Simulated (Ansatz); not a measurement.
# BrH2S: the cost of one run

Program: Ansatz 0.2.0, Gaussian basis. Level of theory: SPW92/def2-SVP. These are calculated values, not measurements.

## (1) The starting structure

The start, a pair relaxed at PBE0-D4: SMILES `[Br-].S`, 4 atoms, charge -1, spin multiplicity 1.

Atoms are counted from 1 here; the program's logs count them from 0.

Bond lengths: S2–H3 1.341 Å, S2–H4 1.405 Å. Angles: H3–S2–H4 92.3°.

Geometry (Å):

```xyz
4
charge -1, multiplicity 1
Br    0.0605   -0.3147   -2.3544
S    -0.2831   -0.2639    1.2292
H     0.3900    0.8937    1.2958
H    -0.1674   -0.3152   -0.1705
```

## (2) The run

The input, md/in.yaml:

```yaml
crystal:
  periodic: [false, false, false]
  atoms:
    - {symbol: Br, position_ang: [0.060461, -0.314688, -2.354362]}
    - {symbol: S, position_ang: [-0.283066, -0.263918, 1.229154]}
    - {symbol: H, position_ang: [0.389976, 0.893714, 1.295793]}
    - {symbol: H, position_ang: [-0.167371, -0.315209, -0.170486]}
basis:
  gaussian: {orbitals: def2-SVP}
total_charge: -1
hamiltonian: {xc: lda}
md: {n_steps: 40, timestep: 0.75, temperature: 500, ensemble: nvt_nose_hoover, seed: 276, initial_velocities: maxwell_boltzmann}
```

Run with:

```bash
$ ansatz run in.yaml --threads 2 --pin off --events-out ev --progress --plain --max-ram 5222MiB
```

**Question.** How long does this run take on 2 threads of Intel Xeon Platinum 8124M at 3.00GHz, shared host?

About 12 s.
